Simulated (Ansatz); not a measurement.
# FNi: the cost of one run

Method: the levels named in each step, in Ansatz 0.2.0.

## 1. The structure to begin with

Bond lengths: F1–Ni2 1.748 Å.

As a file:

```xyz
2

F     0.0000    0.0000    0.0000
Ni    0.0000    0.0000    1.7478
```

## 2. A rough first relaxation, PBE-D4/def2-SVP

This run stands in another session on the same molecule. It ended at:

```xyz
2

F     0.0000    0.0000    0.0165
Ni    0.0000    0.0000    1.7313
```

## 3. Relaxation, PBE0-D4/def2-TZVPP

This run stands in another session on the same molecule. It ended at:

```xyz
2

F     0.0000    0.0000   -0.0096
Ni    0.0000    0.0000    1.7574
```

## 4. Bond length 1.555 Å, PBE0-D4/def2-QZVPP

Contents of input.yaml:

```yaml
crystal:
  periodic: [false, false, false]
  atoms:
    - { symbol: F, position_ang: [0.0, 0.0, 0.0] }
    - { symbol: Ni, position_ang: [0.0, 0.0, 1.555] }
magnetization:
  spin_polarized: true
  initial_magnetization: 1
basis:
  gaussian: { orbitals: def2-QZVPP.json }
hamiltonian:
  xc: pbe0
  dispersion: d4
```

Command:

```sh
> ansatz run input.yaml --threads 4 --pin off --max-ram 10240MiB --backend cpu --events-out ev --progress --plain --runs-dir out
```

What time and memory should one allow on 4 threads of Arm Neoverse V2, shared host?

About 11 s, with a peak of 0.48 GiB.
